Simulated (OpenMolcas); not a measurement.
# Ir⁶⁺ among point charges: CASSCF and CASPT2 levels and susceptibility

How does a field of 6 point charges split the states of Ir⁶⁺, and what χT follows?

Program: OpenMolcas 26.06. Level of theory: state-averaged CASSCF and CASPT2, spin-orbit coupling by RASSI with atomic mean-field integrals. These are calculated values, not measurements, unless marked.

## Step 1: The atom as given

* Species: Ir⁶⁺ (iridium, Z = 77, 71 electrons)
* Basis: ANO-RCC-VTZP [8s7p5d3f1g], 84 functions
* Scalar Hamiltonian: DKH2, point nucleus
* Inactive shells: 1s 2s 2p 3s 3p 3d 4s 4p 4d 4f 5s 5p
* Active space: 3 electrons in 5 orbitals (5d)
* Some configurations of this space: 5d3
* Orbitals: optimised for each spin and parity, averaged over all roots

The outer shells:

5d3
```
5d [↑ ][↑ ][↑ ][  ][  ]
```

The ion sits among 6 point charges of -1 e arranged as an octahedron (Oh), 1.7 Å from the ion.

Each step is its own input file, run in one work folder so that later steps find the files of earlier ones. Labels, J, g values, rates, χT and fits are worked out afterwards by a script from the matrices that RASSI stores. The input lists half of the charges; inversion (Group=XYZ) makes the rest.

## Step 2: GATEWAY and SEWARD: basis and integrals

Input file a.inp:

```
&GATEWAY
Coord
1

Ir 0.0 0.0 0.0
Basis=ANO-RCC-VTZP
Group=XYZ
NoMove
AngMom=0.0 0.0 0.0
AMFI
XField
3 Angstrom 0
1.700000 0.000000 0.000000 -1.000000
0.000000 1.700000 0.000000 -1.000000
0.000000 0.000000 1.700000 -1.000000
&SEWARD
```

Run with:

```console
$ OMP_NUM_THREADS=1 MOLCAS_MEM=1689 MOLCAS_PROJECT=a pymolcas a.inp > a.log
```

## Step 3: Reference wave functions, quartets of even parity, 10 roots

Input file a.inp:

```
&RASSCF
FileOrb=start.orb
Symmetry=1
Spin=4
nActEl=3 0 0
Inactive=15 19
Ras2=5 0
CIRoot=10 10 1
SDav=10
CIMx=300
Iter=120 100
PrWF=0.3
OrbListing=Nothing
MaxOrb=0
>>> COPY $Project.JobIph JOB001
```

start.orb holds the contracted functions of the basis, ordered by shell, or the orbitals of the step before.

## Step 4: CASSCF: doublets of even parity, 40 roots

Input file a.inp:

```
&RASSCF
FileOrb=start.orb
Symmetry=1
Spin=2
nActEl=3 0 0
Inactive=15 19
Ras2=5 0
CIRoot=40 40 1
SDav=40
CIMx=300
Iter=120 100
PrWF=0.3
OrbListing=Nothing
MaxOrb=0
>>> COPY $Project.JobIph JOB002
```

## Step 5: RASSI: spin-orbit coupling between the states

Input file a.inp:

```
&RASSI
NrOfJobIphs=2 10 40
1 2 3 4 5 6 7 8 9 10
1 2 3 4 5 6 7 8 9 10 11 12 13 14 15 16 17 18 19 20 21 22 23 24 25 26 27
28 29 30 31 32 33 34 35 36 37 38 39 40
IphNames
JOB001
JOB002
EJob
SpinOrbit
DIPRint=1.0
SOCoupling=1000.0
Subsets=2
Property=9
'ANGMOM' 1 'ANGMOM' 2 'ANGMOM' 3 'MLTPL  1' 1 'MLTPL  1' 2 'MLTPL  1' 3
'AMFI' 1 'AMFI' 2 'AMFI' 3
SOProperty=3
'ANGMOM' 1 'ANGMOM' 2 'ANGMOM' 3
```

## Step 6: CASPT2: IPEA 0.25, imaginary shift 0.1 (closed shells correlated: 5s 5p)

Input file a.inp:

```
>>> COPY JOB001 $Project.JobIph
&CASPT2
Multistate=10 1 2 3 4 5 6 7 8 9 10
NoMult
Frozen=14 16
IPEA=0.25
Imaginary=0.1
MaxIter=60
WThr=0.0 0.3 0.05
PrWF=0.5
NoMix
>>> COPY JOB002 $Project.JobIph
&CASPT2
Multistate=40 1 2 3 4 5 6 7 8 9 10 11 12 13 14 15 16 17 18 19 20 21 22
23 24 25 26 27 28 29 30 31 32 33 34 35 36 37 38 39 40
NoMult
Frozen=14 16
IPEA=0.25
Imaginary=0.1
MaxIter=60
WThr=0.0 0.3 0.05
PrWF=0.5
NoMix
```

(Steps that only read results are left out.)

What does the calculation give? Wanted: spin-free ground state; first state of the same spin within the active space; lowest level; next level.

As calculated:

```
                                            quantity                                                                        value
                                              method  SS-CASPT2, IPEA 0.25, imaginary shift 0.1 (closed shells correlated: 5s 5p)
                              spin-free ground state                                              4A2, 1-fold in its orbital part
first state of the same spin within the active space                                                             4T2 at 7500 cm⁻¹
                                        lowest level                                                                    4-fold Γ8
                                          next level                                                                  8902.5 cm⁻¹
                                         χT at 300 K                                                               0.13 cm³ K/mol
                           effective moment at 300 K                                                                      1.03 μB
```

Cost by method:

| method | time of its own steps | time with the reference |
| --- | --- | --- |
| A. CASSCF | 7.8 s | 7.8 s |
| B. SS-CASPT2, IPEA 0.25, imaginary shift 0.1, +5s 5p | 7.3 s | 15 s |

Times are of one thread on a shared host.

**Reading.** The spin-free ground state (4A2) comes to 100 % from free-ion F terms and keeps the highest spin of the shell. χT at 300 K is 0.13, against 1.88 cm³ K/mol for the spin alone, so spin-orbit coupling lowers it. CASPT2 does not keep the components of a term degenerate, and the means are used. The field of point charges can differ much from that of real complexes. This is an electrostatic model: the charges have no orbitals.
